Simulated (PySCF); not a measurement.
# W(NMe)2(OH)2: geometry, NMR shifts and electronic excitations

Aim: predict the NMR shifts and electronic excitations of W(NMe)2(OH)2 (`C[N]=[W]([OH])([OH])=[N]C`).

The runs use PySCF 2.14.0, with density-fitted response routines of our own; the level of theory stands in each step. All values are computed, except where a source is named. Atoms are numbered from 0 throughout.

## Step 1: The molecule as given

15 atoms, charge 0, multiplicity 1; geometry from: GFN2-xTB. The atoms were then displaced at random by about 0.03 Å, so the start is not that level's minimum.

Bonds of the start (Å): W0–N1 1.78, W0–N6 1.77, W0–O11 2.02, W0–O13 1.90, N1–C2 1.39, C2–H3 1.16, C2–H4 1.06, C2–H5 1.13, N6–C7 1.44, C7–H8 1.02, C7–H9 1.07, C7–H10 1.11, O11–H12 1.01, O13–H14 0.99.

## Step 2: Relaxing the molecule at PBE0-D3(BJ)/def2-SVP

Job settings and geometry (Å):

```
{"job": {"xc": "PBE0", "basis": "def2-SVP", "d3": "d3bj", "grid": 1, "maxiter": 40, "shake": 0.03, "kind": "geom"}, "charge": 0, "multiplicity": 1}
W     -0.815120    -0.209360    -0.598860
N     -0.902120    -0.027800     1.169200
C     -0.617070     0.156720     2.522200
H     -0.182030     1.214220     2.738120
H     -1.415570    -0.109000     3.164010
H      0.279860    -0.459040     2.828720
N      0.830070     0.001220    -1.222230
C      2.260430     0.105460    -1.384360
H      2.510920    -0.058880    -2.354480
H      2.574180     1.069690    -1.031700
H      2.687190    -0.676250    -0.722660
O     -1.862820     1.359850    -1.326560
H     -1.887070     2.197800    -1.892990
O     -1.635340    -1.862160    -1.065440
H     -1.858260    -2.778570    -0.778960
```

Run with:

```sh
> OMP_NUM_THREADS=1 python probes_run.py task.json out
```

The driver reads the jobs from task.json and runs them one after another.

The program printed:

```text
step   0  E = -407.51786346  max force = 0.075912
step   1  E = -407.54408043  max force = 0.032384
step   2  E = -407.54909918  max force = 0.020106
step   3  E = -407.55073834  max force = 0.004833
step   4  E = -407.55158544  max force = 0.008069
step   5  E = -407.55217722  max force = 0.006703
step   6  E = -407.55253954  max force = 0.003879
step   7  E = -407.55268455  max force = 0.001639
step   8  E = -407.55283251  max force = 0.002645
step   9  E = -407.55313714  max force = 0.005346
step  10  E = -407.55333182  max force = 0.004346
step  11  E = -407.55352574  max force = 0.001784
step  12  E = -407.55357207  max force = 0.000800
step  13  E = -407.55359616  max force = 0.001097
step  14  E = -407.55361312  max force = 0.000731
step  15  E = -407.55361954  max force = 0.000646
step  16  E = -407.55362617  max force = 0.000557
step  17  E = -407.55363853  max force = 0.001079
step  18  E = -407.55366807  max force = 0.001468
step  19  E = -407.55374041  max force = 0.001630
step  20  E = -407.55384589  max force = 0.001032
step  21  E = -407.55391947  max force = 0.000669
step  22  E = -407.55395881  max force = 0.000797
step  23  E = -407.55398487  max force = 0.000850
step  24  E = -407.55399689  max force = 0.000461
step  25  E = -407.55400011  max force = 0.000379
optimisation converged
```

Wall time 9.6 min (1 thread of Arm Neoverse N1, shared host); peak memory 0.61 GiB.

Along the way:

```tsv
step	energy from step 0 (eV)	largest force component (eV/Å)
0	0.0000	3.9036
1	-0.7134	1.6653
2	-0.8500	1.0339
3	-0.8946	0.2485
4	-0.9176	0.4149
5	-0.9337	0.3447
6	-0.9436	0.1995
7	-0.9475	0.0843
8	-0.9516	0.1360
9	-0.9598	0.2749
10	-0.9651	0.2235
11	-0.9704	0.0917
12	-0.9717	0.0411
13	-0.9723	0.0564
14	-0.9728	0.0376
15	-0.9730	0.0332
16	-0.9732	0.0286
17	-0.9735	0.0555
18	-0.9743	0.0755
19	-0.9763	0.0838
20	-0.9791	0.0531
21	-0.9811	0.0344
22	-0.9822	0.0410
23	-0.9829	0.0437
24	-0.9832	0.0237
25	-0.9833	0.0195
```

Distances of close pairs at the start and the end, largest changes first:

```tsv
bond	before (Å)	after (Å)	change (Å)
W0–O11	2.022	1.916	-0.107
C7–H8	1.015	1.104	+0.089
C2–H3	1.164	1.104	-0.059
O11–H12	1.012	0.962	-0.050
C2–H4	1.058	1.104	+0.046
C7–H9	1.074	1.105	+0.031
W0–N1	1.779	1.752	-0.027
N6–C7	1.443	1.418	-0.025
```

The next job starts from the end point, and lists it.

```tsv
at the end point	value
point group (found at 0.08 Å tolerance)	C1
rotational constants (GHz, main isotopes)	1.706, 1.578, 1.192
dipole moment (D)	1.55
```

## Step 3: Nuclear shieldings: PBE0/def2-TZVP+pcSseg-1

Job settings and geometry (Å):

```
{"job": {"kind": "nmr", "xc": "PBE0", "basis": {"default": "pcSseg-1", "W": "def2-TZVP"}}, "charge": 0, "multiplicity": 1}
W     -1.007031    -0.140636    -0.466484
N     -0.737152     0.129354     1.243933
C     -0.071492     0.416201     2.461148
H     -0.311214     1.435557     2.811761
H     -0.383516    -0.286104     3.254005
H      1.027046     0.344299     2.363542
N      0.523446    -0.180161    -1.318860
C      1.914287    -0.187329    -1.593930
H      2.115838    -0.606189    -2.595589
H      2.338119     0.832254    -1.566146
H      2.469398    -0.798789    -0.860995
O     -2.024863     1.343840    -1.122611
H     -1.800129     1.797387    -1.940678
O     -1.838591    -1.852560    -0.679015
H     -2.246898    -2.323225     0.053930
```

Level: GIAO PBE0/pcSseg-1 W:def2-TZVP NMR shielding, scalar relativity only through core potentials, gas phase.

The program printed:

```text
coarse grid: 59672 points
cycle   1  E = -407.3431620266  dE = -2.047e+01  |g| = 1.535e+00  |ddm| = 1.007e+01
cycle   2  E = -405.1412156312  dE =  2.202e+00  |g| = 3.675e+00  |ddm| = 2.891e+00
cycle   3  E = -407.6642121383  dE = -2.523e+00  |g| = 7.344e-01  |ddm| = 2.290e+00
cycle   4  E = -407.7724013572  dE = -1.082e-01  |g| = 2.762e-01  |ddm| = 6.658e-01
cycle   5  E = -407.7856660530  dE = -1.326e-02  |g| = 1.103e-01  |ddm| = 2.079e-01
cycle   6  E = -407.7883982570  dE = -2.732e-03  |g| = 1.132e-02  |ddm| = 8.696e-02
cycle   7  E = -407.7884231157  dE = -2.486e-05  |g| = 3.256e-03  |ddm| = 8.069e-03
cycle   8  E = -407.7884256061  dE = -2.490e-06  |g| = 5.728e-04  |ddm| = 2.301e-03
final grid: 125384 points
cycle   9  E = -407.7884220317  dE =  1.651e-09  |g| = 7.406e-04  |ddm| = 1.397e-03
cycle  10  E = -407.7884214749  dE =  5.568e-07  |g| = 1.766e-03  |ddm| = 1.470e-03
cycle  11  E = -407.7884221264  dE = -6.515e-07  |g| = 3.419e-04  |ddm| = 1.154e-03
cycle  12  E = -407.7884221493  dE = -2.295e-08  |g| = 6.713e-05  |ddm| = 2.073e-04
cycle  13  E = -407.7884221502  dE = -8.489e-10  |g| = 1.182e-05  |ddm| = 4.337e-05
converged SCF energy = -407.7884221502

GIAO shielding tensors (ppm)
atom      isotropic    diamagn.    paramagn.     s11        s22        s33       span
  0 W          nan         nan         nan        nan        nan        nan        nan
  1 N      -80.576     329.213    -409.789   -271.786    -72.653    102.711    374.497
  2 C      136.316     246.117    -109.801    110.290    115.571    183.087     72.797
  3 H       27.744      28.059      -0.315     24.505     26.309     32.419      7.914
  4 H       27.970      27.675       0.294     24.617     26.480     32.812      8.196
  5 H       26.898      30.707      -3.810     23.599     26.832     30.262      6.663
  6 N      -78.819     329.018    -407.837   -260.660    -77.859    102.061    362.722
  7 C      137.601     246.112    -108.512    111.623    117.059    184.120     72.497
  8 H       27.906      26.933       0.973     24.312     26.461     32.945      8.632
  9 H       27.558      29.304      -1.745     24.474     26.410     31.791      7.316
 10 H       27.166      30.010      -2.845     24.013     26.534     30.950      6.936
 11 O      169.136     388.881    -219.745    -20.389    229.342    298.455    318.844
 12 H       26.058      31.366      -5.308     22.193     24.069     31.911      9.717
 13 O      168.472     388.728    -220.255    -21.398    229.798    297.017    318.415
 14 H       26.060      31.300      -5.240     22.258     24.063     31.859      9.601
```

Run time: 58 s. Hardware: 1 thread of Arm Neoverse N1, shared host; peak memory 1.1 GiB.

Shifts follow as δ = σ(reference) − σ, with reference shieldings (ppm) from runs at the same level and on the same kind of geometry: 1H TMS 31.27, 13C TMS 184.4, 15N NH3 265.7, 17O H2O 334.6. The references are single molecules in the gas phase, so shifts against H2O, NH3, PH3, H3PO4 or CFCl3 are not on the usual liquid scales and can be off by tens of ppm. Atoms listed in one row are averaged.

```tsv
atoms	environment	σ (ppm)	δ (ppm)
C2, C7	carbon bonded to N, 3 H	137.0	47.4
H12, H14	hydrogen on an oxygen bonded to W	26.06	5.21
H3, H4, H5, H8, H9, H10	hydrogen on a carbon bonded to N	27.54	3.73
N1, N6	nitrogen bonded to C, W	-79.7	345.4
O11, O13	oxygen bonded to W, H	168.8	165.8
```

Atoms past Kr carry core potentials, so their printed shieldings have no meaning and are left out of the table.

The run also stored atomic charges by several schemes (e):

```tsv
atoms	Mulliken	ESP fit
W0	1.09	1.23
N1, N6	-0.56	-0.45
C2, C7	-0.07	-0.25
O11, O13	-0.53	-0.69
```

Mayer bond orders: W0–N1 2.08, W0–N6 2.08, W0–O11 1.04, W0–O13 1.04, N1–C2 0.98, N6–C7 0.97.

With diffuse functions Mulliken charges and Mayer bond orders lose their meaning; the other schemes are steadier.

The fields below are evaluated on a grid from the run's orbitals.

Frontier orbitals at PBE0/def2-TZVP+pcSseg-1, with the share of their density that lies nearest to each atom:

```tsv
orbital	energy (eV)	lies on
HOMO	-6.69	N1, N6 about 34 % each; W0 7 %
LUMO	-0.28	W0 42 %; N1, N6 about 12 % each; O11, O13 about 8 % each
```

ELF in a plane through or near 6 of the atoms.

Ten even steps from '0' (0.00) to '9' (1.00):
```
0000000000000000000000000000
0000000000000000000000000000
0000000000000000000000000000
0000000000000000000000000000
0000000000000000000000000000
0000000000000110000000000000
0000000013103764013200000000
0000000157627327267520000000
0000000168854655588620000000
0000342147546336457400000000
0001898558467337648533200000
0002999813643112363288720000
0001677613410000273278620000
0000001366410003999733200000
0000000123210007999710000000
0000000000000003999600000000
0000000000000000254100000000
0000000000000000000000000000
0000000000000000000000000000
0000000000000000000000000000
```
The map spans 11.8 Å across and 9.7 Å up, centred on the molecule. Atoms in the plane (x, y in Å): W0 (0.0, 1.1), N1 (1.4, 0.1), C2 (2.3, -1.0), H5 (1.7, -2.0), N6 (-1.4, 0.1), C7 (-2.3, -1.0).

On the surface of density 0.002 e/bohr³ the electrostatic potential runs, from the 1st to the 99th percentile, from -1.54 V near O13 to 2.06 V near H12.

## Step 4: TDDFT and polarisability: PBE0/def2-SVPD

Same as in step 3 but for these lines:

```diff
@@ -1,2 +1,2 @@
-{"job": {"kind": "nmr", "xc": "PBE0", "basis": {"default": "pcSseg-1", "W": "def2-TZVP"}}, "charge": 0, "multiplicity": 1}
+{"job": {"kind": "uv", "xc": "PBE0", "basis": "def2-SVPD", "ip": true, "nstates": 10}, "charge": 0, "multiplicity": 1}
 W     -1.007031    -0.140636    -0.466484
```

Method: TDDFT PBE0/def2-SVPD, vertical, gas phase, core orbitals frozen in the response.

The program printed:

```text
coarse grid: 59672 points
cycle   1  E = -407.2537998087  dE = -1.211e+01  |g| = 1.236e+00  |ddm| = 8.681e+00
cycle   2  E = -406.6615389496  dE =  5.923e-01  |g| = 2.123e+00  |ddm| = 3.169e+00
cycle   3  E = -407.5272052014  dE = -8.657e-01  |g| = 4.283e-01  |ddm| = 2.041e+00
cycle   4  E = -407.5656982831  dE = -3.849e-02  |g| = 1.731e-01  |ddm| = 5.395e-01
cycle   5  E = -407.5704935487  dE = -4.795e-03  |g| = 9.737e-02  |ddm| = 2.117e-01
cycle   6  E = -407.5725309297  dE = -2.037e-03  |g| = 9.046e-03  |ddm| = 8.404e-02
cycle   7  E = -407.5725483641  dE = -1.743e-05  |g| = 2.753e-03  |ddm| = 1.305e-02
cycle   8  E = -407.5725499782  dE = -1.614e-06  |g| = 7.893e-04  |ddm| = 3.669e-03
final grid: 125384 points
cycle   9  E = -407.5725332563  dE =  8.710e-07  |g| = 2.202e-03  |ddm| = 6.356e-03
cycle  10  E = -407.5725254111  dE =  7.845e-06  |g| = 6.267e-03  |ddm| = 7.126e-03
cycle  11  E = -407.5725343577  dE = -8.947e-06  |g| = 1.729e-04  |ddm| = 5.306e-03
cycle  12  E = -407.5725343631  dE = -5.397e-09  |g| = 5.864e-05  |ddm| = 1.903e-04
cycle  13  E = -407.5725343638  dE = -7.151e-10  |g| = 1.752e-05  |ddm| = 6.047e-05
converged SCF energy = -407.5725343638

Static polarisability (au): isotropic 96.400, principal 78.146 97.065 113.990

Singlet excitations
state   eV       nm        f      main configurations
  1   4.6312    267.7   0.00269   H->L 0.77, H->L+2 0.15
  2   4.9255    251.7   0.00629   H->L+1 0.73, H-1->L 0.14
  3   5.1428    241.1   0.00989   H-1->L+1 0.57, H-1->L 0.34
  4   5.3116    233.4   0.00045   H->L+2 0.54, H->L+1 0.15, H-1->L+1 0.08
  5   5.4876    225.9   0.00080   H-2->L 0.61, H->L+3 0.16
  6   5.6769    218.4   0.00050   H->L+3 0.47, H-2->L+1 0.20, H-2->L 0.15
  7   5.7074    217.2   0.05527   H-1->L+1 0.29, H-1->L 0.27, H-1->L+2 0.22
  8   5.8353    212.5   0.06337   H-1->L+2 0.53, H->L+2 0.15
  9   5.9950    206.8   0.00289   H-3->L+1 0.44, H-1->L+3 0.23, H-2->L+1 0.11
 10   6.0031    206.5   0.00126   H-2->L+1 0.36, H-3->L+1 0.20, H-3->L 0.16

Triplet excitations (Tamm-Dancoff, eV): 4.2145 4.3647 4.5033 4.7046
Vertical ionisation energy (delta-SCF) = 8.4920 eV
```

Wall time 6.1 min (1 thread of Arm Neoverse N1, shared host); peak memory 1.1 GiB.

The orbitals next to the gap, with their largest atomic shares:

```tsv
orbital	eV	atoms
HOMO−3	-8.09	W0 23 %, N6 22 %, N1 21 %
HOMO−2	-7.77	N6 20 %, N1 19 %, W0 19 %
HOMO−1	-7.19	N1 27 %, N6 26 %, W0 15 %
HOMO	-6.80	N1 30 %, N6 30 %, W0 11 %
LUMO	-0.53	W0 48 %, N6 10 %, N1 9 %
LUMO+1	-0.30	W0 53 %, O13 11 %, O11 11 %
LUMO+2	-0.06	W0 46 %, N6 10 %, N1 9 %
```

With each of the 10 states as a Gaussian band of 0.4 eV half-width at 1/e, the curve within the window shown has maxima at 215 nm (ε 4,900) L/(mol cm). Beyond the last state computed it falls off for lack of states. The curve at chosen wavelengths:

nm, ε (L/mol/cm) and a bar:
```
      197        993 ######
      201       1940 ############
      206       3404 #####################
      210       4391 ###########################
      215       4885 ##############################
      219       4596 ############################
      223       3881 ########################
      228       2808 #################
      232       2065 #############
      237       1418 #########
      241       1103 #######
      245        906 #####
      250        745 ####
      254        643 ####
      259        527 ###
      263        439 ###
      267        358 ##
      272        268 ##
      276        208 #
      281        147 #
      285        109 #
      289         79 
      294         52 
      298         36 
      303         22 
      307         15
```

Leading natural transition orbitals of singlet state 8: the hole lies on N1, N6 about 30 % each; W0 8 %; O11, O13 about 6 % each; the particle on W0 34 %; N6 14 %; N1 11 %.

Leading natural transition orbitals of singlet state 1: the hole lies on N1, N6 about 35 % each; W0 7 %; the particle on W0 46 %; N1, N6 about 14 % each.

Ground-state properties from the same run:

```tsv
property	computed
dipole moment (D)	1.64
polarisability (Å³)	14.29
HOMO–LUMO gap (eV)	6.27
−ε(HOMO) (eV)	6.80
```

## Step 5: Nuclear shieldings: wB97X-D/def2-TZVP+pcSseg-1

Same as in step 4 but for these lines:

```diff
@@ -1,2 +1,2 @@
-{"job": {"kind": "uv", "xc": "PBE0", "basis": "def2-SVPD", "ip": true, "nstates": 10}, "charge": 0, "multiplicity": 1}
+{"job": {"kind": "nmr", "xc": "wB97X-D", "basis": {"default": "pcSseg-1", "W": "def2-TZVP"}, "pop": false}, "charge": 0, "multiplicity": 1}
 W     -1.007031    -0.140636    -0.466484
```

With the program's defaults for keys left out, this is: GIAO wB97X-D/pcSseg-1 W:def2-TZVP NMR shielding, scalar relativity only through core potentials, gas phase.

The program printed:

```text
coarse grid: 59672 points
cycle   1  E = -407.7275398100  dE = -2.073e+01  |g| = 1.453e+00  |ddm| = 1.005e+01
cycle   2  E = -407.0784006675  dE =  6.491e-01  |g| = 2.380e+00  |ddm| = 2.090e+00
cycle   3  E = -408.0723714606  dE = -9.940e-01  |g| = 4.130e-01  |ddm| = 1.389e+00
cycle   4  E = -408.1050155319  dE = -3.264e-02  |g| = 1.385e-01  |ddm| = 3.453e-01
cycle   5  E = -408.1084179580  dE = -3.402e-03  |g| = 4.816e-02  |ddm| = 9.096e-02
cycle   6  E = -408.1089053192  dE = -4.874e-04  |g| = 6.336e-03  |ddm| = 3.389e-02
cycle   7  E = -408.1089180148  dE = -1.270e-05  |g| = 2.115e-03  |ddm| = 7.455e-03
cycle   8  E = -408.1089200988  dE = -2.084e-06  |g| = 5.588e-04  |ddm| = 3.181e-03
final grid: 125384 points
cycle   9  E = -408.0994043936  dE = -3.845e-05  |g| = 2.924e-03  |ddm| = 3.792e-02
cycle  10  E = -408.0994014465  dE =  2.947e-06  |g| = 4.734e-03  |ddm| = 7.000e-03
cycle  11  E = -408.0994059673  dE = -4.521e-06  |g| = 7.374e-04  |ddm| = 3.047e-03
cycle  12  E = -408.0994060638  dE = -9.643e-08  |g| = 2.651e-04  |ddm| = 5.612e-04
cycle  13  E = -408.0994060767  dE = -1.294e-08  |g| = 9.171e-05  |ddm| = 2.485e-04
cycle  14  E = -408.0994060784  dE = -1.738e-09  |g| = 1.834e-05  |ddm| = 6.828e-05
cycle  15  E = -408.0994060786  dE = -1.876e-10  |g| = 1.176e-05  |ddm| = 3.690e-05
converged SCF energy = -408.0994060786

GIAO shielding tensors (ppm)
atom      isotropic    diamagn.    paramagn.     s11        s22        s33       span
  0 W          nan         nan         nan        nan        nan        nan        nan
  1 N      -77.806     329.683    -407.488   -277.730    -67.275    111.588    389.318
  2 C      137.374     245.505    -108.131    112.445    117.341    182.334     69.889
  3 H       27.967      28.182      -0.215     24.706     26.570     32.626      7.921
  4 H       28.200      27.801       0.399     24.818     26.734     33.049      8.232
  5 H       27.120      30.827      -3.707     23.838     27.108     30.415      6.577
  6 N      -75.656     329.508    -405.164   -265.749    -72.246    111.028    376.776
  7 C      138.686     245.500    -106.814    113.748    118.963    183.346     69.598
  8 H       28.133      27.058       1.075     24.495     26.723     33.180      8.686
  9 H       27.790      29.420      -1.630     24.706     26.671     31.994      7.288
 10 H       27.398      30.124      -2.726     24.266     26.802     31.127      6.861
 11 O      180.829     389.842    -209.013     -2.700    235.613    309.574    312.275
 12 H       26.274      31.470      -5.196     22.286     24.097     32.440     10.154
 13 O      180.086     389.687    -209.601     -3.829    235.894    308.192    312.020
 14 H       26.272      31.399      -5.127     22.350     24.078     32.388     10.038
```

Run time: 50 s. Hardware: 1 thread of Arm Neoverse N1, shared host; peak memory 1.1 GiB.

This run: δ C2 46.5, N1 340.7, O11 152.7, H12 5.11, H3 3.61 ppm (means over like atoms).

## Step 6: Comparing the runs: NMR shifts

Shifts (ppm), means over like atoms, with basis size and wall time:

```tsv
run	C2	H12	H3	N1	O11	functions	time
PBE0/def2-TZVP+pcSseg-1	47.4	5.21	3.73	345.4	165.8	182	58 s
wB97X-D/def2-TZVP+pcSseg-1	46.5	5.11	3.61	340.7	152.7	182	50 s
```

## Step 7: Summary of results

| quantity | value |
| --- | --- |
| point group | C1 |
| rotational constants (main isotopes) | 1.71, 1.58, 1.19 GHz |
| 13C shifts against TMS (PBE0/def2-TZVP+pcSseg-1, means over atoms taken as alike) | 47.4 ppm |
| 1H shifts against TMS (PBE0/def2-TZVP+pcSseg-1, means over atoms taken as alike) | 5.21, 3.73 ppm |
| 15N shifts against NH3 (PBE0/def2-TZVP+pcSseg-1, means over atoms taken as alike) | 345.4 ppm |
| 17O shifts against H2O (PBE0/def2-TZVP+pcSseg-1, means over atoms taken as alike) | 165.8 ppm |
| surface potential, 1st and 99th percentile | -1.54 V and 2.06 V |
| lowest singlet (PBE0/def2-SVPD) | 4.63 eV (268 nm), f = 0.003 |
| brightest single state of those computed | state 8, 5.84 eV, f = 0.063 |
| lowest triplet | 4.21 eV |
| vertical ionisation energy (ΔSCF) | 8.49 eV |
| range of the shift of O11 | 152.7 to 165.8 ppm |

In words: The start was shaken at random, so part of the energy gained undoes that. The optimisation took 25 steps and gained 0.983 eV; among the close pairs (by a distance rule), W0–O11 changed most, from 2.022 to 1.916 Å. No frequency check was run at this level, so the end point may be a saddle. At PBE0/def2-TZVP+pcSseg-1: The widest tensor belongs to N1, N6: span 369 ppm, with a paramagnetic part of -409 ppm. The lowest singlet, at 4.63 eV, is HOMO→LUMO 0.77, HOMO→LUMO+2 0.15 and is weak; of the 10 states computed, the strongest absorption comes from state 8 at 5.84 eV. The lowest triplet lies 0.42 eV below the lowest singlet (triplets in Tamm-Dancoff, singlets in full TDDFT). Spin-orbit coupling, left out, mixes singlets and triplets in elements this heavy. The orbital energy would give 6.80 eV for ionisation, ΔSCF gives 8.49 eV. Across the 2 runs the shift of O11 (with its like atoms) moves most, between 152.7 (wB97X-D/def2-TZVP+pcSseg-1) and 165.8 ppm (PBE0/def2-TZVP+pcSseg-1). Spin-orbit coupling is left out, which matters for shieldings and couplings at and beside the heavy atoms.
